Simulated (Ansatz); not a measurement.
This was printed by a script on Ansatz 0.2.0, Python API, for a single point in a Gaussian basis of F₄H₂Si₂, SMILES F[SiH](F)[SiH](F)F. What did the script look like? Use: revpbe0, def2-SVP basis, multiplicity 1.

```xyz
8

F     0.8592   -1.7574    1.3184
Si    1.0026   -0.5327    0.2337
F     1.6199   -1.1703   -1.1045
Si   -0.9475    0.5282   -0.2451
F    -0.8240    1.6929   -1.3312
F    -1.6681    1.1753    1.0824
H     2.0177    0.4391    0.8023
H    -1.9677   -0.4322   -0.8120
```

```console
$ python run_energy.py
[INFO] E = -26639.002025 eV = -978.9652678 Ha
converged: True  doubts: none
<S^2> = 0.0  all-electron relativity setting: none
passes: {'evaluations': 14, 'products': 11}
occupied orbitals by irrep: [{'A': 33}, {'A': 33}]
largest force 2.8368 eV/A, rms 0.8335
[INFO] dipole (D): 0.346 0.104 -0.131, length 0.384
[INFO] atom  Mulliken   Lowdin
[INFO] F       -0.349   -0.043
[INFO] Si       0.785    0.143
[INFO] F       -0.332   -0.007
[INFO] Si       0.783    0.133
[INFO] F       -0.327    0.000
[INFO] F       -0.354   -0.047
[INFO] H       -0.100   -0.088
[INFO] H       -0.105   -0.091
[INFO] Alpha     -17.086 eV  occupation 2
[INFO] Alpha     -15.924 eV  occupation 2
[INFO] Alpha     -14.255 eV  occupation 2
[INFO] Alpha     -14.103 eV  occupation 2
[INFO] Alpha     -13.961 eV  occupation 2
[INFO] Alpha     -13.774 eV  occupation 2
[INFO] Alpha     -13.493 eV  occupation 2
[INFO] Alpha     -13.110 eV  occupation 2
[INFO] Alpha     -12.540 eV  occupation 2
[INFO] Alpha     -12.460 eV  occupation 2
[INFO] Alpha     -12.239 eV  occupation 2
[INFO] Alpha     -12.119 eV  occupation 2
[INFO] Alpha     -11.893 eV  occupation 2
[INFO] Alpha     -11.017 eV  occupation 2
[INFO] Alpha      -9.007 eV  occupation 2
[INFO] Alpha      -1.360 eV  occupation 0
[INFO] Alpha      -0.953 eV  occupation 0
[INFO] Alpha       1.437 eV  occupation 0
[INFO] Alpha       2.426 eV  occupation 0
[INFO] Alpha       2.892 eV  occupation 0
[INFO] Alpha       3.257 eV  occupation 0
[INFO] Alpha       3.388 eV  occupation 0
```

One script that gives this output:

Script `run_energy.py`:
```python
"""Single point of F4H2Si2 in a Gaussian basis."""

from pathlib import Path
import logging
import sys

import ansatz as az
import numpy as np

logging.basicConfig(stream=sys.stdout, format="[%(levelname)s] %(message)s")
log = logging.getLogger("f4h2si2")
log.setLevel(logging.INFO)

mol = (
    az.Crystal.molecule()
    .atom("F", [0.8592, -1.7574, 1.3184])
    .atom("Si", [1.0026, -0.5327, 0.2337])
    .atom("F", [1.6199, -1.1703, -1.1045])
    .atom("Si", [-0.9475, 0.5282, -0.2451])
    .atom("F", [-0.824, 1.6929, -1.3312])
    .atom("F", [-1.6681, 1.1753, 1.0824])
    .atom("H", [2.0177, 0.4391, 0.8023])
    .atom("H", [-1.9677, -0.4322, -0.812])
)

calc = (
    mol.calculation()
    .basis(gaussian="def2-SVP")
    .functional("revpbe0")
    .forces()
    .orbitals()
)
res = calc.run(threads=1, runs_dir="f4h2si2_runs")
report = res.report

log.info(f"E = {report['free_energy_ev']:.6f} eV = {report['free_energy_ev'] / 27.211386246:.7f} Ha")
print("converged:", report["converged"], " doubts:", report["published_state_doubts"] or "none")

field = report["mean_field"]
print("<S^2> =", round(abs(field["state"]["spin_squared"]), 4), " all-electron relativity setting:", field["relativity"])
print("passes:", field["passes"])
if "symmetry" in field:
    print("occupied orbitals by irrep:", field["symmetry"]["occupied"])

symbols = [site.symbol for site in mol.cartesian_sites]
forces = np.array(report["forces_ev_ang"])
print("largest force", round(float(np.linalg.norm(forces, axis=1).max()), 4), "eV/A, rms", round(float(np.sqrt((forces ** 2).mean())), 4))

charges = report["charge_distribution"]
dipole = np.array(charges["dipole_moment_e_ang"]) * 4.803205
log.info("dipole (D): {:.3f} {:.3f} {:.3f}, length {:.3f}".format(*dipole, np.linalg.norm(dipole)))
log.info("atom  Mulliken   Lowdin")
for symbol, m, l in zip(symbols, charges["mulliken_charges_e"], charges["lowdin_charges_e"]):
    log.info(f"{symbol:4s} {m:9.3f} {l:8.3f}")

lines = Path(report["orbitals_path"]).read_text().splitlines()
field_of = lambda key: [line.split("=")[1].strip() for line in lines if line.startswith(key)]
orbitals = [(27.211386 * float(e), s, float(n)) for e, s, n in zip(field_of("Ene="), field_of("Spin="), field_of("Occup="))]
homo = max(e for e, _, n in orbitals if n > 0.5)
lumo = min(e for e, _, n in orbitals if n < 0.5)
for e, spin, n in sorted(orbitals):
    if homo - 10 < e < lumo + 5:
        log.info(f"{spin:6s} {e:10.3f} eV  occupation {n:.0f}")
```

What to keep in mind:
- Total energies depend on the basis set; only differences at equal settings carry meaning.
- The geometry is a force-field or estimated start, not a minimum of this method, and the basis set is short of its limit.
- The Löwdin charges here are taken after orthogonalising the functions within each atom; they differ from plain Löwdin charges, and their signs can be unphysical.
- Alpha marks a spatial orbital of a restricted run, filled by both spins.
- Levels such as HOMO and LUMO are orbital energies: with these approximate functionals they aren't the ionisation energy and electron affinity, and their gap isn't the fundamental gap.
- Wall time of the script: 4.8 s on 1 thread of Arm Neoverse V1 (shared host), peak memory 0.27 GiB.

(Lines on the test bed's own set-up are left out of the output.)
